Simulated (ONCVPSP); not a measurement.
# Gallium: generating and testing an ONCV potential

Aim: build the potential from the settings below, then test how well it stands in for the atom: other configurations, scattering, ghost states and the plane-wave cutoff that it needs.

Method: ONCVPSP 4.0.1.1 (patched build), PBE, scalar-relativistic.

### Step 1. Settings

Typed settings, in words:

| Property | Result |
| --- | --- |
| element | gallium (Ga, Z = 31) |
| type | optimised norm-conserving Vanderbilt (ONCV) |
| frozen core | [Ar] 3d10 |
| valence charge | 3 |
| reference configuration | 4s2 4p1 |
| partial waves | 4s: rc 1.85 bohr, ncon 4, nbas 8, qcut 3.2 1/bohr, 2 projectors, debl 3.7 Ha; 4p: rc 1.80 bohr, ncon 5, nbas 10, qcut 5 1/bohr, 2 projectors, debl 2.7 Ha; d scattering state at 0.29 Ha: rc 1.80 bohr, ncon 3, nbas 6, qcut 5.5 1/bohr, 3 projectors, debl 1 Ha |
| local potential | polynomial inside 1.55 bohr (lpopt 4, dvloc0 0 Ha) |
| core correction | Teter function, fcfact 4.5, rcfact 1.2 |

The outer shells as boxes (Hund's rule for the drawing; the calculation is spin-unpolarised):

```
[Ar] core
3d [↑↓][↑↓][↑↓][↑↓][↑↓]
4s [↑↓]
4p [↑ ][  ][  ]
```

### Step 2. Generation

Ga.dat reads:

```
# ATOM AND REFERENCE CONFIGURATION
# atsym  z   nc   nv     iexc    psfile
  Ga 31.00    6    2        4      upf
#
#   n    l    f
    1    0    2.00
    2    0    2.00
    2    1    6.00
    3    0    2.00
    3    1    6.00
    3    2   10.00
    4    0    2.00
    4    1    1.00
#
# PSEUDOPOTENTIAL AND OPTIMIZATION
# lmax
    2
#
#   l,   rc,      ep,       ncon, nbas, qcut
    0    1.85    0.00    4    8    3.20
    1    1.80    0.00    5   10    5.00
    2    1.80    0.29    3    6    5.50
#
# LOCAL POTENTIAL
# lloc, lpopt,  rc(5),   dvloc0
    4    4    1.55    0.00
#
# VANDERBILT-KLEINMAN-BYLANDER PROJECTORs
# l, nproj, debl
    0    2    3.70
    1    2    2.70
    2    3    1.00
#
# MODEL CORE CHARGE
# icmod, fcfact, rcfact
    3    4.50    1.20
#
# LOG DERIVATIVE ANALYSIS
# epsh1, epsh2, depsh
   -2.00    5.00    0.02
#
# OUTPUT GRID
# rlmax, drl
    6.00    0.01
#
# TEST CONFIGURATIONS
# ncnf
    4
# nvcnf
#   n    l    f
    2
    4    0    2.00
    4    1    0.00
#
    2
    4    0    1.00
    4    1    0.00
#
    2
    4    0    2.00
    4    1    0.50
#
    2
    4    0    1.00
    4    1    1.00
#
```

Command:

```sh
$ oncvpsp.x < Ga.dat > Ga.out
```

What does the calculation give? Wanted: cutoffs for 1 and 0.1 mHa per electron, occupied waves; bound ghosts; GHOST(+) flags; largest test error; largest phase difference near zero energy, channels read; rms error of d²Exc/dn², without and with the model core.

The runs gave:

| quantity | value |
| --- | --- |
| cutoffs for 1 and 0.1 mHa per electron, occupied waves | 14 Ha and 46 Ha |
| bound ghosts | d at -19.11 eV |
| GHOST(+) flags | s at 154 eV |
| largest test error (AE − PS) | -33 meV, for 4s1 4p0 |
| largest phase difference near zero energy, channels read | 0.001 rad |
| rms error of d²Exc/dn², without and with the model core | 6.52 and 2.82 mHa |

In words: It has a bound ghost (d), a state that the atom doesn't have, and that rules the file out. Close by lies the frozen 3d level (-19.2 eV). By total energies transferability is fair: the largest error is 33 meV on 26.8 eV, for 4s1 4p0. By its cutoff, 14 Ha for the looser tolerance, it is soft on the atom at that tolerance. The tighter tolerance needs 46 Ha, and converged work needs a cutoff nearer that. At the looser tolerance the 4s wave is the slowest; 4p needs 5 Ha. That counts occupied waves only; other projectors can need more. Near zero energy the phases of the channels with partial waves agree within 0.001 rad. The program also flags highly localised states, GHOST(+) (s).
